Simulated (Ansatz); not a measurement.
# InSb2: the cost of one run

Method: DFT PBE, scalar-relativistic, plane waves, PAW, in Ansatz 0.2.0.

2 further runs of the same task are left out: 1 that didn't finish, 1 set aside as unsound or not needed.

## (1) The structure to begin with

It takes space group P4/mmm (No. 123, tetragonal). The conventional cell has a = 3.350 Å, b = 3.350 Å, c = 8.166 Å, α = 90.00°, β = 90.00°, γ = 90.00°. In (site symmetry 4/mmm) has 4 In at 3.35 Å and 8 Sb at 3.65 Å as nearest neighbours. Around Sb (site symmetry 4mm) lie 1 Sb at 2.61 Å.

As a file:

```
CELL_PARAMETERS angstrom
3.35021 0.00000 0.00000
0.00000 3.35021 0.00000
0.00000 0.00000 8.16562
ATOMIC_POSITIONS crystal
In 0.50000 0.50000 0.50000
Sb 0.00000 0.00000 0.84023
Sb 0.00000 0.00000 0.15977
```

Recipe of the guess: random cell by space group and Wyckoff sites (P4/mmm, No. 123). Lengths come from tabulated atomic sizes and are only a guess.

## (2) The guess as it stands, on a coarse mesh

The input, input.yaml:

```yaml
crystal:
  lattice:
    - [3.35021397, 0.0, 0.0]
    - [0.0, 3.35021397, 0.0]
    - [0.0, 0.0, 8.16562457]
  atoms:
    - { symbol: In, position: [0.5, 0.5, 0.5] }
    - { symbol: Sb, position: [0.0, 0.0, 0.84022614] }
    - { symbol: Sb, position: [0.0, 0.0, 0.15977386] }
basis:
  ecutwfc: 420
kpoints:
  mp_grid: { grid: [6, 6, 2] }
hamiltonian:
  xc: pbe
scf:
  occupations: { method: gaussian, width: 0.1 }
  lower_state_search: "off"
output:
  forces: true
  stress: true
  eigenvalues: true
```

Launch:

```sh
$ ansatz run input.yaml --threads 1 --pin off --max-ram 2560MiB --backend cpu --events-out ev --progress --plain --runs-dir out
```

What time and memory should one allow on 1 thread of Arm Neoverse V2, shared host?

About 2.1 s, with a peak of 0.35 GiB.
